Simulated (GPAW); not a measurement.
Set up this calculation in GPAW 26.7.0, as an ASE script.

```
Task                : single point
Functional          : LDA
Potentials or basis : the program's PAW data sets (release 1.2.1) made for this functional
Cutoff              : 600 eV
Basis               : pw
k mesh              : 6 × 6 × 6
Occupations         : fermi-dirac, width 0.05 eV
Spin                : no spin polarisation
Hubbard terms       : Ti d U = 1 eV
Maxiter             : 150
```

Crystal: TiSi2.

```
CELL_PARAMETERS angstrom
0.00000 4.11752 4.26290
2.38951 0.00000 4.26290
2.38951 4.11752 0.00000
ATOMIC_POSITIONS crystal
Ti 0.75000 0.75000 0.75000
Ti 0.50000 0.50000 0.50000
Si 0.41257 0.08743 0.41257
Si 0.08743 0.41257 0.08743
Si 0.16257 0.83743 0.16257
Si 0.83743 0.16257 0.83743
```

The cell is a database's computed one.

These files were run (other wordings do the same):

run.py

```python
from ase import Atoms
from ase.dft.bandgap import bandgap
from ase.io import write
from ase.units import GPa
from gpaw import GPAW, PW

atoms = Atoms(['Ti', 'Ti', 'Si', 'Si', 'Si', 'Si'],
              cell=[[0.0, 4.1175163063, 4.2628978354],
                    [2.3895119538, 0.0, 4.2628978354],
                    [2.3895119538, 4.1175163063, 0.0]],
              scaled_positions=[[0.75, 0.75, 0.75],
                                [0.5, 0.5, 0.5],
                                [0.41256561, 0.08743439, 0.41256561],
                                [0.08743439, 0.41256561, 0.08743439],
                                [0.16256561, 0.83743439, 0.16256561],
                                [0.83743439, 0.16256561, 0.83743439]],
              pbc=True)

calc = GPAW(mode=PW(600),
            xc='LDA',
            kpts={'size': (6, 6, 6), 'gamma': True},
            occupations={'name': 'fermi-dirac', 'width': 0.05},
            setups={'Ti': ':d,1.0'},
            nbands=38,
            convergence={'density': 1e-05, 'energy': 1e-05},
            maxiter=150,
            txt='gpaw.txt')
atoms.calc = calc
energy = atoms.get_potential_energy()
forces = atoms.get_forces()
stress = atoms.get_stress()
calc.write('gs.gpw')
write('result.traj', atoms)
print(f'Energy: {energy:.6f} eV')
print('Forces (eV/A):')
print(forces.round(4))
print('Stress (GPa):', (stress / GPa).round(3))
print('Fermi level:', round(calc.get_fermi_level(), 4), 'eV')
print(f'Gap: {bandgap(calc)[0]:.4f} eV, direct: {bandgap(calc, direct=True)[0]:.4f} eV')
```

Potentials or basis: the program's PAW data sets (release 1.2.1) made for this functional, pw.

Command:

```bash
$ OMP_NUM_THREADS=1 python run.py
```

It gave:

- Pressure: -3.9 GPa
- Largest force: 0.089 eV/Å
- Band gap on the k mesh: none (metal or under the smearing width)

Caveat: U without spin polarisation on a metal has little footing; the U is typed as a test and isn't derived for this compound.

It took 3.6 min on 1 thread of Arm Neoverse V1 (shared host), peak memory 0.32 GiB.
